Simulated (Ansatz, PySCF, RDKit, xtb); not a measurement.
**C4H6BBr: ranking a sample of isomers**

Which of a sample of isomers of C4H6BBr is the most stable in the gas at 298.15 K, and what are its properties? The sample is small against all isomers, and the most stable one of this formula need not be in it.

Plan: many cheap relaxations first (GFN2-xTB), then density-functional screening, relaxation at PBE0-D3(BJ)/def2-SVP, vibrations (at GFN2-xTB) and a final energy. The numbers are computed, not measured.

**1. Possible bonding patterns**

Isomers were taken from a list of plausible structures; this is a sample, not all of them. That gives 5 candidates.

```
label                           SMILES     spin
 c014                         C#CBCCBr  singlet
 c658                B/C=C1/C[C@@H]1Br  singlet
 c706                   BC#C[C@H](C)Br  singlet
 c798  B[C@H]1[C@@H]2[C@@H](Br)[C@H]12  singlet
 c932                       CC#CB(C)Br  singlet
```

Candidates are built by distance geometry, with a force field where one applies, in up to four conformers (letters a to d).

**Question.** With final energies at CCSD(T)/def2-SVP + MP2/def2-TZVPP - MP2/def2-SVP, which structure will this search put lowest in free energy, and by what margin?

| quantity | value |
| --- | --- |
| lowest structure found | CC#CB(C)Br, singlet |
| next finalist | C#CBCCBr, singlet, 40.9 kcal/mol higher in G |
| share at equilibrium, among the finalists | 100.0 % |
| dipole moment (PBE0/def2-SVPD) | 2.78 D |
| HOMO energy (PBE0/def2-SVPD) | -7.66 eV |
| LUMO energy (PBE0/def2-SVPD) | -1.79 eV |
| HOMO–LUMO gap (PBE0/def2-SVPD) | 5.88 eV |
| lowest excitation (TD-PBE0/def2-SVPD) | 4.21 eV (f = 0.000) |
| strongest of the states computed, same level | 5.21 eV (f = 0.165) |
| lowest triplet excitation, same level, Tamm-Dancoff | 3.91 eV |
| vertical ionisation energy | 9.59 eV |
| vertical electron affinity | 0.14 eV |
| vertical triplet less singlet | +3.99 eV |

The search ends on `CC#CB(C)Br`. The margin of 40.9 kcal/mol over the next finalist is beyond the usual error of the last level; it says nothing of structures that weren't ranked. GFN2-xTB, HF/STO-3G, r2SCAN-D4/def2-SVP, PBE0-D3(BJ)/def2-SVP, HF/def2-SVP and MP2/def2-SVP already put its bonding pattern lowest among the structures in one piece. Lowest found is not proven lowest: the search is finite, and each finalist counts with one conformer. Only 5 drawn patterns were tried, so whole families of isomers are missing, and the result ranks this sample alone.
